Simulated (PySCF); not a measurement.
# C₄H₁₃BS: runs on many settings

Which settings matter for C₄H₁₃BS (`C[BH2-][S@@+](C)CC`), and how do bad ones show?

Computed with PySCF 2.14.0, with density-fitted response routines of our own, on a single molecule in the gas phase. Atoms are numbered from 0 throughout.

## (1) The molecule as given

19 atoms, charge 0, multiplicity 1; geometry from: GFN2-xTB.

Bonds of the start (Å): C0–B1 1.61, B1–S2 2.02, S2–C3 1.82, S2–C4 1.83, C4–C5 1.52, C0–H6 1.09, C0–H7 1.09, C0–H8 1.09, B1–H9 1.19, B1–H10 1.19, C3–H11 1.08, C3–H12 1.09, C3–H13 1.08, C4–H14 1.09, C4–H15 1.09, C5–H16 1.09, C5–H17 1.09, C5–H18 1.09.

## (2) NMR shieldings: PBE0/pcSseg-1

What the job is given:

```
{"job": {"kind": "nmr", "xc": "PBE0", "basis": "pcSseg-1"}, "charge": 0, "multiplicity": 1}
C     -2.802386    -0.287949     0.219683
B     -1.626079     0.572728    -0.471892
S      0.084901     0.061386     0.468437
C      0.329051    -1.639896    -0.124664
C      1.283652     0.936838    -0.606077
C      2.709226     0.816784    -0.103102
H     -2.816996    -0.175284     1.303895
H     -3.770089     0.052849    -0.144318
H     -2.745772    -1.354989     0.002436
H     -1.397830     0.302780    -1.609930
H     -1.679400     1.739732    -0.250075
H      1.360917    -1.936292     0.031971
H      0.057782    -1.697668    -1.174181
H     -0.326694    -2.274339     0.461863
H      0.954853     1.975009    -0.597906
H      1.171381     0.541534    -1.614579
H      3.057844    -0.212031    -0.144254
H      3.369357     1.424903    -0.717813
H      2.776476     1.163157     0.924790
```

Method: GIAO PBE0/pcSseg-1 NMR shielding, non-relativistic, gas phase.

Started as:

```sh
$ OMP_NUM_THREADS=1 python probes_run.py task.json out
```

One launch serves the whole session: the jobs run in the order shown.

Output:

```text
coarse grid: 15120 points
cycle   1  E = -582.7510117293  dE =  2.725e-01  |g| = 4.991e-01  |ddm| = 3.590e+00
cycle   2  E = -582.7366944182  dE =  1.432e-02  |g| = 5.592e-01  |ddm| = 1.097e+00
cycle   3  E = -582.8262102576  dE = -8.952e-02  |g| = 3.885e-02  |ddm| = 5.790e-01
cycle   4  E = -582.8265204798  dE = -3.102e-04  |g| = 1.880e-02  |ddm| = 5.822e-02
cycle   5  E = -582.8266102302  dE = -8.975e-05  |g| = 4.972e-03  |ddm| = 2.187e-02
cycle   6  E = -582.8266162818  dE = -6.052e-06  |g| = 1.433e-03  |ddm| = 5.588e-03
final grid: 137624 points
cycle   7  E = -582.8648788224  dE = -4.222e-05  |g| = 1.086e-02  |ddm| = 3.223e-02
cycle   8  E = -582.8648649774  dE =  1.385e-05  |g| = 1.325e-02  |ddm| = 1.914e-02
cycle   9  E = -582.8649088766  dE = -4.390e-05  |g| = 6.890e-04  |ddm| = 1.082e-02
cycle  10  E = -582.8649090070  dE = -1.304e-07  |g| = 1.969e-04  |ddm| = 9.965e-04
cycle  11  E = -582.8649090165  dE = -9.479e-09  |g| = 6.063e-05  |ddm| = 2.303e-04
cycle  12  E = -582.8649090174  dE = -9.375e-10  |g| = 1.469e-05  |ddm| = 7.488e-05
converged SCF energy = -582.8649090174

GIAO shielding tensors (ppm)
atom      isotropic    diamagn.    paramagn.     s11        s22        s33       span
  0 C      188.257     249.708     -61.451    181.909    189.905    192.956     11.047
  1 B      111.192     189.362     -78.169     88.297    105.534    139.746     51.449
  2 S      482.072    1060.130    -578.058    392.543    437.711    615.963    223.420
  3 C      160.587     254.851     -94.265    133.373    157.497    190.889     57.516
  4 C      142.112     254.758    -112.646    118.414    134.212    173.711     55.298
  5 C      172.543     246.670     -74.127    155.428    174.296    187.904     32.476
  6 H       31.863      31.395       0.468     27.431     30.260     37.899     10.468
  7 H       31.419      28.990       2.429     27.085     27.718     39.454     12.368
  8 H       31.844      31.730       0.114     27.084     31.584     36.864      9.780
  9 H       29.517      32.314      -2.797     25.203     29.716     33.630      8.427
 10 H       29.022      31.986      -2.964     25.076     28.636     33.354      8.278
 11 H       29.454      32.029      -2.574     23.925     27.944     36.493     12.568
 12 H       30.084      32.351      -2.267     26.310     27.633     36.310     10.001
 13 H       29.401      31.844      -2.443     24.346     27.167     36.688     12.343
 14 H       28.953      32.902      -3.949     22.904     29.150     34.806     11.903
 15 H       29.539      33.479      -3.940     24.660     29.774     34.183      9.523
 16 H       30.471      30.012       0.459     25.404     30.183     35.827     10.423
 17 H       30.301      27.235       3.067     25.228     27.173     38.503     13.276
 18 H       30.540      29.486       1.054     25.880     28.842     36.898     11.018
```

It took 30 s on 1 thread of AMD EPYC 7R43, shared host; peak memory 0.79 GiB.

Shifts follow as δ = σ(reference) − σ, with reference shieldings (ppm) from runs at the same level and on the same kind of geometry: 1H TMS 31.72, 13C TMS 186.9, 11B BF3·OEt2 100.1, 33S CS2 504. The references are single molecules in the gas phase. Atoms listed in one row are averaged.

| atoms | environment | σ (ppm) | δ (ppm) | δ scaled to CDCl3 |
| --- | --- | --- | --- | --- |
| C4 | sp3 CH2 bonded to S | 142.1 | 44.8 | 37.4 |
| C3 | methyl carbon bonded to S | 160.6 | 26.3 | 19.4 |
| C5 | methyl carbon | 172.5 | 14.4 | 12.1 |
| C0 | methyl carbon bonded to B | 188.3 | -1.3 | -3.2 |
| H14 | hydrogen on an sp3 CH2 bonded to S | 28.95 | 2.76 | 2.71 |
| H10 | hydrogen on a boron bonded to C, S | 29.02 | 2.69 | – |
| H9 | hydrogen on a boron bonded to C, S | 29.52 | 2.20 | – |
| H15 | hydrogen on an sp3 CH2 bonded to S | 29.54 | 2.18 | 2.16 |
| H11, H12, H13 | hydrogen on a methyl carbon bonded to S | 29.65 | 2.07 | 2.06 |
| H16, H17, H18 | hydrogen on a methyl carbon | 30.44 | 1.28 | 1.31 |
| H6, H7, H8 | hydrogen on a methyl carbon bonded to B | 31.71 | 0.01 | 0.11 |
| B1 | boron bonded to C, S, 2 H | 111.2 | -11.1 | – |
| S2 | sulfur bonded to 2 C, B | 482 | 22 | – |

The scaled column applies a straight-line fit of computed shieldings to shifts measured in CDCl3, with any fitted terms for Cl, Br or S neighbours (root-mean-square error 0.16 ppm for H, 1.9 ppm for C).

The run also stored atomic charges by several schemes (e):

| atoms | Mulliken | IAO | Hirshfeld | ESP fit |
| --- | --- | --- | --- | --- |
| C0 | -0.50 | -0.55 | -0.21 | -0.33 |
| B1 | -0.03 | -0.31 | -0.06 | 0.27 |
| S2 | 0.04 | 0.49 | 0.24 | 0.03 |
| C3 | -0.36 | -0.51 | -0.10 | -0.62 |
| C4 | -0.37 | -0.33 | -0.05 | 0.06 |
| C5 | -0.25 | -0.42 | -0.12 | -0.22 |

Mayer bond orders: C0–B1 0.98, B1–S2 0.56, S2–C3 0.96, S2–C4 0.96, C4–C5 1.03.

The fields below are evaluated on a grid from the run's orbitals.

Frontier orbitals at PBE0/pcSseg-1, with the share of their density that lies nearest to each atom:

| orbital | energy (eV) | lies on |
| --- | --- | --- |
| HOMO | -7.67 | H9 40 %; H10 15 %; B1 14 % |
| LUMO | 0.40 | S2 41 %; C3, C4 about 10 % each |

ELF in a plane through or near 12 of the atoms.

Ten even steps from '0' (0.00) to '9' (1.00):
```
0000000000000000000000000000
0000000000000000000000000000
0000000000000000000000000000
0000000000000004773000000000
0000000003881029999200000000
0000000007996039999200000000
0000487106997019997106861000
0003999525895014544449995000
0004999768227577019879997000
0002789129558678369319983000
0000026974335457225786310000
0000049994005884005999400000
0000069991036335102999600000
0000028820599338820598200000
0000000002999789980000000000
0000000002999469970000000000
0000000000252013400000000000
0000000000000000000000000000
0000000000000000000000000000
0000000000000000000000000000
```
The map spans 12.6 Å across and 9.7 Å up, centred on the molecule. Atoms in the plane (x, y in Å): C0 (2.8, 0.2), B1 (1.5, 0.9), C3 (0.0, -1.7), C4 (-1.5, 0.7), C5 (-2.8, 0.3), H7 (3.7, 0.8), H8 (3.0, -0.8), H10 (1.3, 2.0), H11 (-1.0, -2.2), H14 (-1.3, 1.8), H16 (-3.0, -0.8), H17 (-3.6, 0.8).

On the surface of density 0.002 e/bohr³ the electrostatic potential runs, from the 1st to the 99th percentile, from -1.25 to 1.35 V.

## (3) Excited states and response: PBE0/def2-SVPD

Settings changed since step 2:

```diff
@@ -1,2 +1,2 @@
-{"job": {"kind": "nmr", "xc": "PBE0", "basis": "pcSseg-1"}, "charge": 0, "multiplicity": 1}
+{"job": {"kind": "uv", "xc": "PBE0", "basis": "def2-SVPD", "nstates": 6, "ntriplets": 2}, "charge": 0, "multiplicity": 1}
 C     -2.802386    -0.287949     0.219683
```

Level: TDDFT PBE0/def2-SVPD, vertical, gas phase, core orbitals frozen in the response.

Output:

```text
coarse grid: 15120 points
cycle   1  E = -582.5290991663  dE =  2.213e-01  |g| = 4.801e-01  |ddm| = 5.561e+00
cycle   2  E = -582.5120504062  dE =  1.705e-02  |g| = 5.479e-01  |ddm| = 2.008e+00
cycle   3  E = -582.6019567390  dE = -8.991e-02  |g| = 3.916e-02  |ddm| = 9.833e-01
cycle   4  E = -582.6022767620  dE = -3.200e-04  |g| = 2.076e-02  |ddm| = 1.044e-01
cycle   5  E = -582.6023909229  dE = -1.142e-04  |g| = 5.083e-03  |ddm| = 4.241e-02
cycle   6  E = -582.6023976754  dE = -6.752e-06  |g| = 1.462e-03  |ddm| = 1.193e-02
final grid: 137624 points
cycle   7  E = -582.6673748309  dE = -5.106e-05  |g| = 1.071e-02  |ddm| = 1.485e-01
cycle   8  E = -582.6673606376  dE =  1.419e-05  |g| = 1.302e-02  |ddm| = 3.399e-02
cycle   9  E = -582.6674051961  dE = -4.456e-05  |g| = 7.147e-04  |ddm| = 1.838e-02
cycle  10  E = -582.6674053469  dE = -1.508e-07  |g| = 2.066e-04  |ddm| = 1.990e-03
cycle  11  E = -582.6674053578  dE = -1.096e-08  |g| = 6.914e-05  |ddm| = 4.922e-04
cycle  12  E = -582.6674053591  dE = -1.298e-09  |g| = 1.615e-05  |ddm| = 1.803e-04
cycle  13  E = -582.6674053592  dE = -7.083e-11  |g| = 4.268e-06  |ddm| = 3.682e-05
converged SCF energy = -582.6674053592

Static polarisability (au): isotropic 90.058, principal 75.337 87.038 107.798

Singlet excitations
state   eV       nm        f      main configurations
  1   6.5533    189.2   0.01000   H->L 0.67, H-2->L 0.18, H-1->L 0.09
  2   6.8452    181.1   0.00453   H-1->L 0.33, H-2->L 0.33, H->L 0.26
  3   7.0097    176.9   0.02155   H-1->L 0.47, H-2->L 0.43
  4   7.1114    174.3   0.05607   H->L+1 0.82
  5   7.2569    170.9   0.00493   H->L+2 0.84
  6   7.3434    168.8   0.02328   H-1->L+1 0.66, H-2->L+1 0.13

Triplet excitations (Tamm-Dancoff, eV): 6.0472 6.4980
```

Wall time 36 s (1 thread of AMD EPYC 7R43, shared host); peak memory 0.97 GiB.

The orbitals next to the gap, with their largest atomic shares:

| orbital | eV | atoms |
| --- | --- | --- |
| HOMO−3 | -9.38 | S2 34 %, C0 15 %, C4 11 % |
| HOMO−2 | -8.01 | S2 27 %, C0 25 %, B1 20 % |
| HOMO−1 | -7.89 | B1 31 %, H10 21 %, C0 20 % |
| HOMO | -7.64 | B1 31 %, H9 24 %, S2 17 % |
| LUMO | 0.20 | S2 47 %, C3 13 %, C4 9 % |
| LUMO+1 | 0.36 | S2 22 %, C5 17 %, C3 8 % |
| LUMO+2 | 0.77 | S2 44 %, B1 12 %, C4 10 % |

With each of the 6 states as a Gaussian band of 0.4 eV half-width at 1/e, the curve within the window shown has maxima at 174 nm (ε 4,100) L/(mol cm). Beyond the last state computed it falls off for lack of states. The curve at chosen wavelengths:

nm, ε (L/mol/cm) and a bar:
```
      162       1077 ########
      164       1668 ############
      166       2352 #################
      168       3038 ######################
      169       3349 #########################
      171       3838 ############################
      173       4089 ##############################
      175       4072 ##############################
      177       3814 ############################
      179       3382 #########################
      180       3128 #######################
      182       2594 ###################
      184       2080 ###############
      186       1629 ############
      188       1257 #########
      190        960 #######
      191        838 ######
      193        634 ####
      195        476 ###
      197        353 ##
      199        257 ##
      201        183 #
      202        154 #
      204        105 
      206         70 
      208         46
```

Leading natural transition orbitals of singlet state 4: the hole lies on H9 36 %; S2 24 %; B1 13 %; the particle on H11 18 %; H16, H18 about 12 % each; H13, H17 about 8 % each.

Leading natural transition orbitals of singlet state 1: the hole lies on S2 43 %; H9 26 %; B1 12 %; the particle on S2 38 %; C3, C4 about 9 % each; H13 7 %.

Ground-state properties from the same run:

| property | computed |
| --- | --- |
| dipole moment (D) | 4.59 |
| polarisability (Å³) | 13.35 |
| HOMO–LUMO gap (eV) | 7.85 |
| −ε(HOMO) (eV) | 7.64 |

## (4) NMR shieldings: LDA/pcSseg-1

Settings changed since step 3:

```diff
@@ -1,2 +1,2 @@
-{"job": {"kind": "uv", "xc": "PBE0", "basis": "def2-SVPD", "nstates": 6, "ntriplets": 2}, "charge": 0, "multiplicity": 1}
+{"job": {"kind": "nmr", "xc": "LDA", "basis": "pcSseg-1", "pop": true}, "charge": 0, "multiplicity": 1}
 C     -2.802386    -0.287949     0.219683
```

With the program's defaults for keys left out, this is: GIAO LDA/pcSseg-1 NMR shielding, non-relativistic, gas phase.

Output:

```text
coarse grid: 15120 points
cycle   1  E = -579.8249855511  dE =  1.619e-01  |g| = 7.649e-01  |ddm| = 3.676e+00
cycle   2  E = -579.5536207126  dE =  2.714e-01  |g| = 1.221e+00  |ddm| = 2.040e+00
cycle   3  E = -579.9918809930  dE = -4.383e-01  |g| = 1.002e-01  |ddm| = 1.422e+00
cycle   4  E = -579.9940429753  dE = -2.162e-03  |g| = 4.926e-02  |ddm| = 1.667e-01
cycle   5  E = -579.9946402273  dE = -5.973e-04  |g| = 1.369e-02  |ddm| = 5.999e-02
cycle   6  E = -579.9946837178  dE = -4.349e-05  |g| = 5.232e-03  |ddm| = 1.809e-02
cycle   7  E = -579.9946907415  dE = -7.024e-06  |g| = 1.086e-03  |ddm| = 5.920e-03
final grid: 137624 points
cycle   8  E = -580.0516545000  dE = -6.017e-05  |g| = 6.966e-03  |ddm| = 3.587e-02
cycle   9  E = -580.0516376747  dE =  1.683e-05  |g| = 1.061e-02  |ddm| = 1.653e-02
cycle  10  E = -580.0516666127  dE = -2.894e-05  |g| = 1.008e-03  |ddm| = 1.024e-02
cycle  11  E = -580.0516668520  dE = -2.392e-07  |g| = 3.231e-04  |ddm| = 1.316e-03
cycle  12  E = -580.0516668800  dE = -2.806e-08  |g| = 6.065e-05  |ddm| = 3.686e-04
cycle  13  E = -580.0516668809  dE = -8.318e-10  |g| = 2.310e-05  |ddm| = 8.175e-05
converged SCF energy = -580.0516668809

GIAO shielding tensors (ppm)
atom      isotropic    diamagn.    paramagn.     s11        s22        s33       span
  0 C      186.963     249.633     -62.670    179.895    188.735    192.260     12.365
  1 B      103.685     191.491     -87.806     78.766     96.614    135.676     56.911
  2 S      430.370    1060.131    -629.761    337.015    387.979    566.116    229.101
  3 C      154.987     255.793    -100.807    121.275    152.569    191.116     69.840
  4 C      133.275     255.512    -122.236    106.299    123.481    170.047     63.748
  5 C      170.399     247.672     -77.273    151.628    172.741    186.829     35.201
  6 H       31.419      30.826       0.593     26.998     29.741     37.519     10.522
  7 H       30.962      28.529       2.433     26.610     27.334     38.943     12.334
  8 H       31.373      31.217       0.156     26.615     31.112     36.393      9.778
  9 H       28.874      32.040      -3.166     24.483     29.188     32.952      8.469
 10 H       28.301      31.568      -3.267     24.446     27.895     32.562      8.116
 11 H       28.885      31.710      -2.824     23.502     27.389     35.765     12.264
 12 H       29.797      32.066      -2.270     26.246     27.313     35.831      9.585
 13 H       28.852      31.489      -2.637     23.943     26.752     35.862     11.919
 14 H       28.351      32.541      -4.190     22.437     28.812     33.803     11.365
 15 H       29.015      33.177      -4.163     24.273     29.479     33.292      9.019
 16 H       30.038      29.757       0.281     25.037     29.776     35.300     10.263
 17 H       29.886      26.934       2.952     24.792     26.847     38.020     13.228
 18 H       30.139      29.214       0.926     25.536     28.429     36.453     10.917
```

Run time: 26 s. Hardware: 1 thread of AMD EPYC 7R43, shared host; peak memory 0.66 GiB.

This run: δ C4 50.0, C3 28.3, C5 12.9, C0 -3.7, H10 2.97, H14 2.92 ppm.

## (5) NMR shieldings: PBE0/aug-cc-pVDZ

Settings changed since step 4:

```diff
@@ -1,2 +1,2 @@
-{"job": {"kind": "nmr", "xc": "LDA", "basis": "pcSseg-1", "pop": true}, "charge": 0, "multiplicity": 1}
+{"job": {"kind": "nmr", "xc": "PBE0", "basis": "aug-cc-pVDZ", "pop": false, "scf": {"conv": 0.001, "max_cycle": 52}}, "charge": 1, "multiplicity": 1}
 C     -2.802386    -0.287949     0.219683
```

Level: PBE0/aug-cc-pVDZ.

Output:

```text
RuntimeError: Electron number 57 and spin 0 are not consistent
Note mol.spin = 2S = Nalpha - Nbeta, not 2S+1
```

Run time: 0.02 s. Hardware: 1 thread of AMD EPYC 7R43, shared host.

**What went wrong.** Charge and multiplicity don't fit the number of electrons: an even count needs an odd multiplicity, and the reverse. The remedy is to mend the charge or the multiplicity.

## (6) Ultraviolet spectrum: B97-2/SBKJC-VDZ

Settings changed since step 5:

```diff
@@ -1,2 +1,2 @@
-{"job": {"kind": "nmr", "xc": "PBE0", "basis": "aug-cc-pVDZ", "pop": false, "scf": {"conv": 0.001, "max_cycle": 52}}, "charge": 1, "multiplicity": 1}
+{"job": {"kind": "uv", "xc": "B97-2", "basis": "SBKJC-VDZ", "nstates": 6, "ntriplets": 0, "tda": true, "max_iter": 2, "scf": {"max_cycle": 88}}, "charge": 0, "multiplicity": 1}
 C     -2.802386    -0.287949     0.219683
```

With the program's defaults for keys left out, this is: TDA B97-2/SBKJC-VDZ, vertical, gas phase, core orbitals frozen in the response.

Output:

```text
final grid: 137624 points
cycle   1  E = -43.0605258255  dE = -2.813e+00  |g| = 8.375e-01  |ddm| = 4.991e+00
cycle   2  E = -43.0768500147  dE = -1.632e-02  |g| = 8.207e-01  |ddm| = 3.316e+00
cycle   3  E = -43.3085859692  dE = -2.317e-01  |g| = 6.339e-02  |ddm| = 1.900e+00
cycle   4  E = -43.3093493964  dE = -7.634e-04  |g| = 4.245e-02  |ddm| = 1.786e-01
cycle   5  E = -43.3099573571  dE = -6.080e-04  |g| = 3.255e-03  |ddm| = 8.397e-02
cycle   6  E = -43.3099612344  dE = -3.877e-06  |g| = 9.844e-04  |ddm| = 1.016e-02
cycle   7  E = -43.3099615474  dE = -3.129e-07  |g| = 3.028e-04  |ddm| = 2.298e-03
cycle   8  E = -43.3099615762  dE = -2.883e-08  |g| = 6.143e-05  |ddm| = 6.006e-04
cycle   9  E = -43.3099615776  dE = -1.380e-09  |g| = 1.045e-05  |ddm| = 1.535e-04
cycle  10  E = -43.3099615776  dE = -4.405e-11  |g| = 2.307e-06  |ddm| = 3.071e-05
converged SCF energy = -43.3099615776

Static polarisability (au): isotropic 70.108, principal 56.413 68.950 84.961

Singlet excitations
state   eV       nm        f      main configurations
  1   7.0573    175.7   0.01525   H->L 0.84, H-2->L 0.14
  2   7.3090    169.6   0.02230   H-1->L 0.57, H-2->L 0.29
  3   7.3393    168.9   0.01541   H-2->L 0.55, H-1->L 0.37
  4   7.5795    163.6   0.04557   H->L+1 0.93
  5   7.7291    160.4   0.01665   H-1->L+1 0.98
  6   7.9776    155.4   0.00084   H-2->L+1 0.98
```

It took 5.1 s on 1 thread of AMD EPYC 7R43, shared host; peak memory 0.55 GiB.

Why it failed: The SCF converged, but the response equations did not within 2 iterations. The remedy is to allow more iterations. Numbers from the part that failed are no properties of the molecule.

## (7) Comparing the runs: NMR shifts

Isotropic shieldings (ppm) of some atoms, chosen among heavy atoms and hydrogens apart, with basis size and wall time:

| run | C4 | C3 | C5 | H10 | H9 | B1 | S2 | functions | time |
| --- | --- | --- | --- | --- | --- | --- | --- | --- | --- |
| PBE0/pcSseg-1 | 142.1 | 160.6 | 172.5 | 29.02 | 29.52 | 111.2 | 482 | 174 | 30 s |
| LDA/pcSseg-1 | 133.3 | 155.0 | 170.4 | 28.30 | 28.87 | 103.7 | 430 | 174 | 26 s |

## (8) Summary of results

| quantity | value |
| --- | --- |
| 13C shifts against TMS (PBE0/pcSseg-1) | 44.8, 26.3, 14.4, -1.3 ppm |
| 1H shifts against TMS (PBE0/pcSseg-1, means over atoms taken as alike) | 2.76, 2.69, 2.20, 2.18, 2.07, 1.28, 0.01 ppm |
| 11B shifts against BF3·OEt2 (PBE0/pcSseg-1) | -11.1 ppm |
| 33S shifts against CS2 (PBE0/pcSseg-1) | 22 ppm |
| surface potential, 1st and 99th percentile | -1.25 V and 1.35 V |
| lowest singlet (PBE0/def2-SVPD) | 6.55 eV (189 nm), f = 0.010 |
| brightest single state of those computed | state 4, 7.11 eV, f = 0.056 |
| lowest triplet | 6.05 eV |
| range of the shielding of S2 | 430 to 482 ppm |
| property runs in this session | 5, of which 2 failed and 0 gave unsound results |

**Reading.** Single values in the summary come from the first run of each kind that ended normally (PBE0/pcSseg-1; PBE0/def2-SVPD), which need not be the best level. At PBE0/pcSseg-1: Shielding is most anisotropic at S2 (span 223 ppm, paramagnetic term -578 ppm). The lowest singlet, at 6.55 eV, is HOMO→LUMO 0.67, HOMO−2→LUMO 0.18 and is weak; of the 6 states computed, the strongest absorption comes from state 4 at 7.11 eV. The lowest triplet lies 0.51 eV below the lowest singlet (triplets in Tamm-Dancoff, singlets in full TDDFT). Across the 2 runs the shielding of S2 moves most, between 430 (LDA/pcSseg-1) and 482 ppm (PBE0/pcSseg-1).
